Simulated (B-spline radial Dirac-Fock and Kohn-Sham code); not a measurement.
# Rh²⁺: core levels and X-ray properties

Wanted for Rh²⁺: the binding energy of each subshell, the widths and yields of its core holes and its two-hole states.

The numbers are computed with B-spline radial Dirac-Fock and Kohn-Sham code (version 3): a free atom or ion on a radial basis; each step names its model.

## 1. The atom as given

The Rh²⁺ ion, configuration [Kr] 4d7, inside a Watson sphere of charge -2 and radius 2 Å (a model of the Madelung potential; inside it an electron's potential energy is raised by 14.4 eV).

```
nuclear charge     : 45
electrons          : 43
mass number        : 103
nuclear rms radius : 4.4945 fm
```

Outer shells as boxes (Hund's rule, for the drawing alone; heavy ions are jj-coupled, and the calculation averages over the configuration):

```
[Kr] core
4d [↑↓][↑↓][↑ ][↑ ][↑ ]
```

## 2. Hole states by ΔSCF

Model: Dirac-Fock average of configuration, Delta-SCF, finite nucleus, first-order Breit with its frequency dependence, self-energy and vacuum polarisation.

Recorded inputs:

```ini
task = binding
Z = 45
charge = 2
configuration = 1s2 2s2 2p6 3s2 3p6 3d10 4s2 4p6 4d7
mass_number = 103
rms_radius = 4.4945  # fm
watson_charge = -2  # e
watson_radius = 2.0  # A
```

## 3. Decay of the holes

Model: independent-particle rates: relativistic LDA orbitals of the hole state, multipoles to L = 3 (length form), Coulomb Auger matrix elements with a Latter-tail continuum; energies from Dirac-Fock.

Settings, as recorded:

```ini
task = decay
holes = ["K", "L1", "L2", "L3", "M1", "M2", "M3", "M4", "M5", "N1", "N2", "N3"]
```

## 4. Two holes

Model: Dirac-Fock average of configuration, Delta-SCF, finite nucleus, first-order Breit with its frequency dependence, self-energy and vacuum polarisation; two-hole levels by intermediate coupling within the shell, Auger rates as independent-particle Coulomb matrix elements.

The run's settings:

```ini
task = double
```

Before running it: what results should come out? Wanted: deepest level listed, K; least bound, N4,5; Kα1; K hole: width, yield; largest U, K K; Kα hypersatellite shift; strongest line of K-L123.

As calculated:

| quantity | value |
| --- | --- |
| deepest level listed, K (1s) | 23237.4 eV |
| least bound, N4,5 (4d) | 16.33 eV |
| Kα1 | 20214.2 eV |
| K hole: width, yield | 5.64 eV, 0.807 |
| its lifetime | 0.117 fs |
| its strongest line | Kα1 (K-L3), 20214.2 eV |
| largest U, K K | 701.2 eV |
| Kα hypersatellite shift | +515.7 eV |
| strongest line of K-L123 | L2L3, J = 2, 16915.9 eV |

**Reading.** The K (1s) level lies 60.8 eV under Koopmans' value by relaxation alone; Breit gives -45.31 and QED -22.76 eV. With a yield of 0.81, X-ray emission is the main way out for the K hole, in 0.12 fs. Coster-Kronig decay rules L1, M1, M2, M3, N1, N2 and N3, where this model's widths can be far from the measured ones. U runs from 36.40 eV (M2 M3) to 701.2 eV (K K). An empty K shell moves Kα up by 516 eV. In the K-L123 Auger group the L2L3 J = 2 line carries 44 % of the rate. The Hartree-Fock and Dirac-Fock values hold no electron correlation.
